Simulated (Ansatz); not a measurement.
# H2Ti: the cost of one run

The runs use Ansatz 0.2.0, Gaussian basis; the settings change from run to run.

32 further runs of the same task are left out: 9 for a known fault of the program, 19 that didn't finish, 4 set aside as unsound or not needed.

## 1. The geometry

The geometry derives from a PBE0/def2-TZVP stationary point (not a proven minimum). One bond is set to the value named and the two fragments are kept rigid.

3 atoms, charge 0, spin multiplicity 1.

Atoms are counted from 1 here; the program's logs count them from 0.

Bond lengths: Ti1–H3 1.847 Å.

## 2. BCCD(T) on UHF/def2-SVP

The input, in.yaml:

```yaml
crystal:
  periodic: [false, false, false]
  atoms:
    - {symbol: Ti, position_ang: [0.000000, 0.000000, 1.055200]}
    - {symbol: H, position_ang: [0.000000, 0.000000, -3.957800]}
    - {symbol: H, position_ang: [0.000000, 0.000000, 2.902600]}
basis:
  gaussian: {orbitals: def2-SVP}
magnetization: {spin_polarized: true, initial_magnetization: 0}
correlation: {method: bccd_t, electrons: valence}
accuracy: high
scf: {lower_state_search: off}
output: {forces: true}
```

On the command line:

```console
ansatz run in.yaml --threads 1 --pin off --events-out ev --progress --plain --max-ram 2393MiB
```

What time and memory should one allow on 1 thread of Arm Neoverse N1, shared host?

About 77 s, with a peak of 0.25 GiB.
